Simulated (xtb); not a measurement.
# BI3 (boron triiodide) at GFN2-xTB

What is the electronic atomisation energy of BI3 (boron triiodide) at GFN2-xTB? 

Program for the calculation: xtb 6.7.1.

4 further runs of the same task are left out: 4 set aside as unsound or not needed.

### 1 The system as given

BI3 has 4 atoms, charge 0, and is taken as a singlet. As SMILES, `IB(I)I`. The shape is that of a PBE0-D4/def2-TZVP optimisation.

Bond lengths: I1–B2 2.110 Å, B2–I3 2.110 Å, B2–I4 2.110 Å. Angles: I1–B2–I3 120.0°, I1–B2–I4 120.0°, I3–B2–I4 120.0°.

### 2 Energy and gradient at GFN2-xTB

.CHRG

```
0
```

.UHF

```
0
```

struc.tmol

```
$coord
     -2.472706634073     -0.557847151990      3.053041526945  i
      0.026267193132     -0.028534864482     -0.009637603236  b
      3.546637990698     -1.901631399211     -0.057258701576  i
     -0.994940804615      2.374062930367     -3.024506662464  i
$end
```

Started as:

```sh
$ xtb struc.tmol --gfn 2 --grad | tee struc.out
```

What it wrote:

```text
* xtb version 6.7.1
[...]
          :  # basis functions                  34          :
[...]
          :  # electrons                        24          :
[...]
          :  Hamiltonian                  GFN2-xTB          :
[...]
          :  net charge                          0          :
          :  unpaired electrons                  0          :
[...]
   *** convergence criteria satisfied after 14 iterations ***
[...]
         ::                     SUMMARY                     ::
         :::::::::::::::::::::::::::::::::::::::::::::::::::::
         :: total energy             -12.750648089706 Eh    ::
         :: gradient norm              0.001635642476 Eh/a0 ::
         :: HOMO-LUMO gap              3.414093498265 eV    ::
         ::.................................................::
         :: SCC energy               -12.778490174202 Eh    ::
         :: -> isotropic ES            0.031738850973 Eh    ::
         :: -> anisotropic ES          0.005711458293 Eh    ::
         :: -> anisotropic XC         -0.009643861897 Eh    ::
         :: -> dispersion             -0.005059795414 Eh    ::
         :: repulsion energy           0.027842084496 Eh    ::
         :: add. restraining           0.000000000000 Eh    ::
         :: total charge              -0.000000000000 e     ::
         :::::::::::::::::::::::::::::::::::::::::::::::::::::
[...]
        12        2.0000           -0.4410347             -12.0012 (HOMO)
        13                         -0.3155691              -8.5871 (LUMO)
[...]
     #   Z          covCN         q      C6AA      α(0)
     1  53          1.558    -0.120   380.845    33.688
     2   5          2.664     0.360    16.407     6.817
     3  53          1.558    -0.120   380.843    33.688
     4  53          1.558    -0.120   380.845    33.688
[...]
     #   Z sym  total        # sym  WBO       # sym  WBO       # sym  WBO
 ---------------------------------------------------------------------------
     1  53      1.230 --     2      1.158
     2   5      3.474 --     3      1.158     4      1.158     1      1.158
     3  53      1.230 --     2      1.158
     4  53      1.230 --     2      1.158
 ---------------------------------------------------------------------------
[...]
molecular dipole:
                 x           y           z       tot (Debye)
 q only:        0.000      -0.000      -0.000
   full:       -0.000      -0.000      -0.000       0.000
molecular quadrupole (traceless):
[...]
          | TOTAL ENERGY              -12.750648089706 Eh   |
          | GRADIENT NORM               0.001635642476 Eh/α |
          | HOMO-LUMO GAP               3.414093498265 eV   |
           -------------------------------------------------
[...]
```

Standard error:

```text
normal termination of xtb
```

Wall time 0.026 s (1 thread of Arm Neoverse V1, shared host).

### 3 The B atom: the energy at GFN2-xTB

start.xyz

```xyz
1
start
B      0.00000000     0.00000000     0.00000000
```

Run the same way, it converges to -0.95244 Eh (log not shown).

### 4 The I atom: the energy at GFN2-xTB

coord

```
$coord angs
     0.0000000     0.0000000     0.0000000  I
$end
```

Started as:

```sh
$ xtb coord --json -u 1 --sp > out.txt 2> xtb.err
```

What it wrote, cut to the lines that bear on the results:

```text
* xtb version 6.7.1
[...]
          :  # basis functions                  10          :
[...]
          :  # electrons                         7          :
[...]
          :  Hamiltonian                  GFN2-xTB          :
[...]
          :  net charge                          0          :
          :  unpaired electrons                  1          :
[...]
   *** convergence criteria satisfied after 3 iterations ***
[...]
         ::                     SUMMARY                     ::
         :::::::::::::::::::::::::::::::::::::::::::::::::::::
         :: total energy              -3.779630263390 Eh    ::
         :: gradient norm              0.000000000000 Eh/a0 ::
         :: HOMO-LUMO gap             11.913563000000 eV    ::
         ::.................................................::
         :: SCC energy                -3.779630263390 Eh    ::
         :: -> isotropic ES            0.000000000000 Eh    ::
         :: -> anisotropic ES          0.000000000000 Eh    ::
         :: -> anisotropic XC          0.000000000000 Eh    ::
         :: -> dispersion              0.000000000000 Eh    ::
         :: repulsion energy           0.000000000000 Eh    ::
         :: add. restraining           0.000000000000 Eh    ::
         :: total charge               0.000000000000 e     ::
         :::::::::::::::::::::::::::::::::::::::::::::::::::::
[...]
         4        1.6667           -0.4476126             -12.1802 (HOMO)
         5                         -0.0097972              -0.2666 (LUMO)
[...]
molecular dipole:
                 x           y           z       tot (Debye)
 q only:        0.000       0.000       0.000
   full:       -0.000      -0.000       0.000       0.000
molecular quadrupole (traceless):
[...]
          | TOTAL ENERGY               -3.779630263390 Eh   |
          | GRADIENT NORM               0.000000000000 Eh/α |
          | HOMO-LUMO GAP              11.913563000000 eV   |
           -------------------------------------------------
[...]
```

Standard error:

```text
normal termination of xtb
```

Run time: 0.031 s. Hardware: 1 thread of Arm Neoverse V1, shared host.

### 5 Outcome

At GFN2-xTB:

| quantity | value |
| --- | --- |
| molecule: total energy | -12.75065 Eh |
| molecule: dipole moment | 0.00 D |
| molecule: HOMO energy | -12.00 eV |
| molecule: LUMO energy | -8.59 eV |
| molecule: HOMO–LUMO gap | 3.41 eV |
| molecule: dispersion energy | -13.28 kJ/mol |
| molecule: largest force on an atom | 0.049 eV/Å |
| molecule: mean polarisability (D4 model) | 107.9 bohr³ |
| B atom: total energy | -0.95244 Eh |
| B atom: dipole moment | 0.00 D |
| B atom: HOMO energy (partly filled) | -7.42 eV |
| B atom: LUMO energy | -7.42 eV |
| B atom: mean polarisability (D4 model) | 22.1 bohr³ |
| I atom: total energy | -3.77963 Eh |
| I atom: dipole moment | 0.00 D |
| I atom: HOMO energy (partly filled) | -12.18 eV |
| I atom: LUMO energy | -0.27 eV |
| I atom: mean polarisability (D4 model) | 32.5 bohr³ |
| electronic atomisation energy | 12.499 eV |

The method runs without spin polarisation, so open shells lack the exchange term that lowers high spin: such energies come out too high. Taking the molecule apart into free atoms costs 12.50 eV (288 kcal/mol), before zero-point energy and without spin-orbit coupling. Tight-binding and semi-empirical models aren't fitted to free atoms, so this value can be far from the true one.
